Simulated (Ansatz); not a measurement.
# GeH₃O (quartet): wave-function methods side by side, cc-pVDZ

One table from this session's results is given with a row withheld; the runs are named, their logs left out.

Method: cc-pVDZ, core rule «outside noble gas», up to 15 orbitals frozen; program: Ansatz 0.2.0, Gaussian basis.

The runs, in order: UHF; CCSD(T) on ROHF; CCSD(T) on UHF; BCCD(T) on ROHF; CISD; CCSDT(Q) on ROHF; CCSDT(Q) on UHF; CASSCF and MRCISD+Q, 13 electrons in 11 orbitals; CASSCF and NEVPT2, 13 electrons in 11 orbitals.

16 further runs of the same task are left out: 1 for a known fault of the program, 3 that didn't finish, 12 set aside as unsound or not needed.

## The system

The geometry is a PBE0/def2-TZVP stationary point (not a proven minimum) of the parent state, kept for this charge and spin. No spin-orbit coupling is included. The filled d shell of Ge may be among the frozen orbitals whatever the setting's name suggests; the logs give the count.

5 atoms, charge 0, spin multiplicity 4.

Atoms are counted from 1 here; the program's logs count them from 0.

Bond lengths: Ge1–O2 1.795 Å, Ge1–H3 1.537 Å, Ge1–H4 1.536 Å, Ge1–H5 1.536 Å. Angles: O2–Ge1–H3 102.4°, O2–Ge1–H4 109.6°, O2–Ge1–H5 109.6°, H3–Ge1–H4 111.6°, H3–Ge1–H5 111.6°, H4–Ge1–H5 111.5°.

As a file:

```
atom    x (Å)    y (Å)    z (Å)
 Ge1   0.0016   0.0000   0.2983
  O2  -0.0156   0.0000  -1.4965
  H3   1.5062   0.0001   0.6139
  H4  -0.6865   1.2702   0.8212
  H5  -0.6863  -1.2703   0.8212
```

Set-up of the first run:

Input file in.yaml:

```yaml
crystal:
  periodic: [false, false, false]
  atoms:
    - {symbol: Ge, position_ang: [0.001596, 0.000000, 0.298312]}
    - {symbol: O, position_ang: [-0.015648, -0.000001, -1.496535]}
    - {symbol: H, position_ang: [1.506240, 0.000114, 0.613871]}
    - {symbol: H, position_ang: [-0.686530, 1.270175, 0.821236]}
    - {symbol: H, position_ang: [-0.686338, -1.270279, 0.821236]}
basis:
  gaussian: {orbitals: cc-pVDZ}
magnetization: {spin_polarized: true, initial_magnetization: 3}
hamiltonian: {xc: hf}
output: {orbitals: {seedname: orbitals}}
```

The run is started by

```
$ ansatz run in.yaml --threads 1 --pin off --events-out ev --progress --plain --max-ram 2393MiB
```

Steps of the session up to this table: UHF; CCSD(T) on ROHF; CCSD(T) on UHF; BCCD(T) on ROHF; CISD; CCSDT(Q) on ROHF; CCSDT(Q) on UHF; CASSCF and MRCISD+Q, 13 electrons in 11 orbitals; CASSCF and NEVPT2, 13 electrons in 11 orbitals.

One of the session's tables, all rows but one given; the rest of the session is left out.

```
          method  from UCCSDT(Q) (kcal/mol)
            ROHF                    +174.10
             UHF                    +169.00
            RMP2                     +34.61
            UMP2                     +34.87
           RCCSD                          ?
           UCCSD                      +6.16
        RCCSD(T)                      +1.80
        UCCSD(T)                      +1.79
         BCCD(T)                      +1.85
          RCCSDT                      +0.47
          UCCSDT                      +0.43
       RCCSDT(Q)                      +0.16
       UCCSDT(Q)                          0
  CASSCF valence                    +138.63
  NEVPT2 valence                     +30.47
  MRCISD valence                     +11.74
MRCISD+Q valence                      +2.64
```

Estimate the missing values for RCCSD.

As computed: from UCCSDT(Q) (kcal/mol): +6.24. In the column «from UCCSDT(Q) (kcal/mol)» it lies between UCCSD (+6.16) and MRCISD valence (+11.74).

Not comparable, so not listed: CISD (they don't share determinant, frozen orbitals or solution with the rows shown, or repeat one).

To keep in mind: Restricted and unrestricted rows rest on different reference determinants; where their highest levels disagree by more than a few hundredths of an eV, they describe different states and don't form one ladder.
